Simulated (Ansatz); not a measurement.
Task: a geometry optimisation of C₂H₃BrF₂, SMILES FCC(F)Br, with Ansatz 0.2.0 through its Python package. Give the script and its output. Level of theory: B3LYP, def2-SVP basis, multiplicity 1, D4 dispersion.

```xyz
8

F    -1.2925    1.2287   -0.0834
C    -0.1868    0.6442    0.4571
C     0.1129   -0.6568   -0.2777
F     0.9044   -1.4386    0.4911
Br    1.0364   -0.3458   -1.9765
H    -0.4083    0.4192    1.5076
H     0.6398    1.3582    0.3865
H    -0.8058   -1.2091   -0.5046
```

The script, `opt.py`:
```python
"""Geometry optimisation of C2H3BrF2."""

import itertools
import logging
import sys
import warnings

import ansatz as az
from ase.data import atomic_numbers, covalent_radii
import numpy as np

logging.basicConfig(stream=sys.stdout, format="%(levelname)s %(message)s")
logger = logging.getLogger("c2h3brf2")
logger.setLevel(logging.INFO)

GEOMETRY = """
F    -1.29249    1.22867   -0.08339
C    -0.18683    0.64424    0.45706
C     0.11287   -0.65678   -0.27772
F     0.90438   -1.43865    0.49111
Br    1.03637   -0.34580   -1.97651
H    -0.40826    0.41922    1.50760
H     0.63975    1.35818    0.38645
H    -0.80578   -1.20909   -0.50459
"""

warnings.simplefilter("ignore", az.DeckWarning)

molecule = az.Crystal.molecule()
for line in GEOMETRY.strip().splitlines():
    symbol, *xyz = line.split()
    molecule = molecule.atom(symbol, [float(v) for v in xyz])

base = (
    molecule.calculation()
    .basis(gaussian="def2-SVP")  # the orbital basis, by name
    .functional("b3lyp", dispersion="d4")
)
symbols = [site.symbol for site in molecule.cartesian_sites]
start = np.array([site.position_ang for site in molecule.cartesian_sites], dtype=float)
def progress(event):
    if event["event"] == "relax_step":
        row = event["data"]
        logger.info(f"step {row['step']:3d}  E = {row['lagrangian_ev']:.6f} eV  largest force component {row['allowed_force_max_ev_ang']:.4f} eV/A")


summary = base.relax(force_tolerance=0.005, max_steps=100).session().plan().execute(on_event=progress).report
end = np.array(summary["positions_ang"])

logger.info("reference energy %16.6f eV" % summary["reference_energy_ev"])
logger.info("total energy     %16.6f eV" % summary["free_energy_ev"])
print("occupied orbitals outside the frozen core (up, down):", summary["n_occupied"], " frozen:", summary["n_frozen"], " virtual:", summary["n_virtual"])

# pairs closer than 1.2 times the sum of covalent radii, before or after
radius = [covalent_radii[atomic_numbers[s]] for s in symbols]
span = lambda where, i, j: np.linalg.norm(where[i] - where[j])
bonded = [(i, j) for i, j in itertools.combinations(range(len(symbols)), 2) if min(span(start, i, j), span(end, i, j)) < 1.2 * (radius[i] + radius[j])]
logger.info("pair        before    after (A)")
for i, j in bonded:
    print(f"{symbols[i]}{i}-{symbols[j]}{j}".ljust(10), f"{span(start, i, j):8.4f} {span(end, i, j):8.4f}")
with open("c2h3brf2_opt.xyz", "w") as handle:
    handle.write(f"{len(symbols)}\nrelaxed C2H3BrF2\n")
    handle.writelines(f"{s:2s} {x:11.6f} {y:11.6f} {z:11.6f}\n" for s, (x, y, z) in zip(symbols, end))
```

Output of `python opt.py`:
```text
INFO step   1  E = -77589.176497 eV  largest force component 0.4269 eV/A
INFO step   2  E = -77589.208804 eV  largest force component 0.1028 eV/A
INFO step   3  E = -77589.219081 eV  largest force component 0.1829 eV/A
INFO step   4  E = -77589.223176 eV  largest force component 0.1603 eV/A
INFO step   5  E = -77589.227648 eV  largest force component 0.1300 eV/A
INFO step   6  E = -77589.227778 eV  largest force component 0.1470 eV/A
INFO step   7  E = -77589.229211 eV  largest force component 0.0099 eV/A
INFO step   8  E = -77589.229224 eV  largest force component 0.0031 eV/A
INFO reference energy    -77588.983962 eV
INFO total energy        -77589.229422 eV
occupied orbitals outside the frozen core (up, down): [34, 34]  frozen: 0  virtual: [69, 69]
INFO pair        before    after (A)
F0-C1        1.3624   1.3684
C1-C2        1.5239   1.5182
C1-H5        1.0970   1.1052
C1-H6        1.0945   1.1027
C2-F3        1.3524   1.3578
C2-Br4       1.9584   1.9628
C2-H7        1.0956   1.0996
```

File `c2h3brf2_opt.xyz` afterwards:
```text
8
relaxed C2H3BrF2
F    -1.175441    1.322152   -0.223021
C    -0.202649    0.639509    0.455275
C     0.123648   -0.659684   -0.259343
F     1.026237   -1.343803    0.489585
Br    0.858683   -0.323629   -2.048050
H    -0.566550    0.386426    1.467668
H     0.707151    1.256648    0.540854
H    -0.771070   -1.277629   -0.422958
```

Caveats:
- Total energies depend on the basis set; only differences at equal settings carry meaning.
- The end point is the stationary point reached from this start; no frequency run checks that it is a minimum, and the basis set is modest.
- Total less reference energy is the dispersion correction.
- b3lyp holds the VWN-RPA fit, as in Gaussian; the form of ORCA and Turbomole is b3lyp5.
- Run time: 40 s on 1 thread of Arm Neoverse V2, with other jobs on the host, peak memory 0.31 GiB.

(Lines on the test bed's own set-up are left out of the output.)
